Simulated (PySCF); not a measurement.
# TcOCl2: quartet, from a T-shaped (ligand arrangement 2) start

The task is one start of a wider search on TcOCl2: the quartet, from a T-shaped (ligand arrangement 2) start. It is relaxed, tested by its Hessian and followed downhill if it is a saddle.

Method: PBE, basis Tc def2-SVP with ECP28, O def2-SVP, Cl def2-SVP, scalar-relativistic core potentials, no spin–orbit coupling, density fitting; program: PySCF 2.14.0.

### Step 1. Starting geometry

4 atoms, charge 0, spin multiplicity 4.

Bond lengths: Tc1–O2 1.770 Å, Tc1–Cl3 2.270 Å, Tc1–Cl4 2.270 Å. Angles: O2–Tc1–Cl3 88.0°, O2–Tc1–Cl4 88.0°, Cl3–Tc1–Cl4 176.0°.

Z-matrix (Å, degrees; charge 0 multiplicity 4):
```
Tc
O  1 1.7700
Cl 1 2.2700 2 88.00
Cl 1 2.2700 2 88.00 3 180.00
```

### Step 2. T-shaped (ligand arrangement 2) start, quartet: relaxation

One driver script runs all steps and calls PySCF; scf.py shows how it sets up the SCF of each step. The optimiser is the driver's own. Before each start the driver seeks the lowest SCF state from one or more starting densities and follows internal instabilities, so scf.py alone need not reach the same state.

The program finds C2v symmetry in the start, which this walk keeps.

Input file scf.py:

```python
from pyscf import gto, scf, dft
mol = gto.M(atom='''
Tc     0.000000     0.000000    -0.183132
O      0.000000     0.000000     1.586868
Cl     2.268600    -0.000000    -0.103932
Cl    -2.268600     0.000000    -0.103932''',
    basis={'Tc': 'def2-SVP', 'O': 'def2-SVP', 'Cl': 'def2-SVP'},
    ecp={'Tc': 'def2-SVP'},
    charge=0, spin=3)
mf = dft.UKS(mol, xc='PBE')
mf.grids.atom_grid = (50, 194)
aux = {'Tc': 'def2-universal-JKFIT', 'O': 'def2-universal-JKFIT', 'Cl': 'def2-universal-JKFIT'}
mf = mf.density_fit(auxbasis=aux)
mf.kernel()
```

The runs that follow: Vibrations and properties at this point.

**Question.** What will these runs give? Wanted: minimum; geometry; wavenumbers; dipole moment; highest occupied, lowest empty level; polar-tensor charge of Tc1; zero-point energy; atomisation energy; ⟨S²⟩.

**Answer**, as computed:

```
                                          quantity                                                                   value
                                           minimum                                                            quartet, C2v
                                          geometry  Tc–Cl 2.257 Å (×2), Tc–O 1.690 Å; Cl–Tc–Cl 129.3°, Cl–Tc–O 115.3° (×2)
                                wavenumbers (cm⁻¹)                82 (b1), 99 (a1), 205 (b2), 374 (a1), 441 (b2), 978 (a1)
                                     dipole moment                                                                  0.82 D
highest occupied, lowest empty level (either spin)                                                         -5.43, -5.05 eV
                        polar-tensor charge of Tc1                                                                 +1.28 e
                                 zero-point energy                                                             13.0 kJ/mol
                               entropy at 298.15 K                                                         343.6 J/(mol K)
         atomisation energy (no zero-point energy)                                                             1451 kJ/mol
                                              ⟨S²⟩                                                                   3.762
```

What this shows: The molecule stays C2v, as typed, and the end point is a minimum. The strongest infrared band lies at 978 cm⁻¹ (a1, stretch). Most of the spin sits on Tc1 (Mulliken spin 2.59, against 3 for the whole molecule). Other starts or spin states, not run here, may lie lower. Take wavenumbers under 90 cm⁻¹ as rough. One determinant may miss the lowest occupation of an open d or f shell.
